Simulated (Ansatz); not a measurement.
# CdPbS2: the cost of one run

Method: DFT PBEsol, scalar-relativistic, plane waves, PAW, in Ansatz 0.2.0.

### Step 1. The system as given

Symmetry: R-3m, No. 166, trigonal system. The conventional cell has a = 4.079 Å, b = 4.079 Å, c = 19.868 Å, α = 90.00°, β = 90.00°, γ = 120.00°. Cd (site symmetry -3m) has 6 S at 2.78 Å as nearest neighbours. Pb (site symmetry -3m) has 6 S at 2.98 Å as nearest neighbours. S (site symmetry 3m) has 3 Cd at 2.78 Å and 3 Pb at 2.98 Å as nearest neighbours.

Structure file:

```xyz
16
Lattice="-4.0786 2.3548 -6.6226 4.0786 2.3548 -6.6226 0.0000 -4.7095 -6.6226" Properties=species:S:1:pos:R:3 pbc="T T T"
Cd   -2.0393   -1.1774   -6.6226
Cd    2.0393   -1.1774   -6.6226
Cd    0.0000    2.3548   -6.6226
Cd    0.0000    0.0000    0.0000
Pb    2.0393    1.1774   -3.3113
Pb   -2.0393    1.1774   -3.3113
Pb    0.0000   -2.3548   -3.3113
Pb    0.0000    0.0000   -9.9339
S    -2.0393   -1.1774  -11.7628
S     2.0393   -1.1774  -11.7628
S     0.0000    2.3548  -11.7628
S     0.0000    0.0000   -5.1402
S     2.0393    1.1774   -8.1049
S    -2.0393    1.1774   -8.1049
S     0.0000   -2.3548   -8.1049
S     0.0000    0.0000  -14.7275
```

It goes back to an entry of the Materials Project, which need not be the stable form.

No relaxation comes first: the listed cell is the starting point.

### Step 2. Reference: the perfect supercell

input.yaml

```yaml
crystal:
  lattice:
    - [-4.078574378, 2.3547660151, -6.6225889442]
    - [4.078574378, 2.3547660151, -6.6225889442]
    - [0.0, -4.7095320301, -6.6225889442]
  atoms:
    - { symbol: Cd, position: [0.5, 0.0, 0.5] }
    - { symbol: Cd, position: [0.0, 0.5, 0.5] }
    - { symbol: Cd, position: [0.5, 0.5, 0.0] }
    - { symbol: Cd, position: [0.0, 0.0, 0.0] }
    - { symbol: Pb, position: [0.0, 0.5, 0.0] }
    - { symbol: Pb, position: [0.5, 0.0, 0.0] }
    - { symbol: Pb, position: [0.0, 0.0, 0.5] }
    - { symbol: Pb, position: [0.5, 0.5, 0.5] }
    - { symbol: S, position: [0.758722, 0.258722, 0.758722] }
    - { symbol: S, position: [0.258722, 0.758722, 0.758722] }
    - { symbol: S, position: [0.758722, 0.758722, 0.258722] }
    - { symbol: S, position: [0.258722, 0.258722, 0.258722] }
    - { symbol: S, position: [0.241278, 0.741278, 0.241278] }
    - { symbol: S, position: [0.741278, 0.241278, 0.241278] }
    - { symbol: S, position: [0.241278, 0.241278, 0.741278] }
    - { symbol: S, position: [0.741278, 0.741278, 0.741278] }
  symmetry: { detect: false }
basis:
  ecutwfc: 420
kpoints:
  mp_grid: { grid: [2, 2, 2], shift: [0.5, 0.5, 0.5] }
hamiltonian:
  xc: pbesol
scf:
  occupations: { method: gaussian, width: 0.1 }
output:
  forces: true
  stress: true
  eigenvalues: true
```

Launch:

```console
$ ansatz run input.yaml --threads 4 --pin off --max-ram 5120MiB --backend cpu --events-out ev --progress --plain --runs-dir out
```

Q: Estimate wall time and peak memory on 4 threads of Intel Xeon 6975P-C (Granite Rapids), shared host.

About 2.9 s, with a peak of 1.1 GiB.
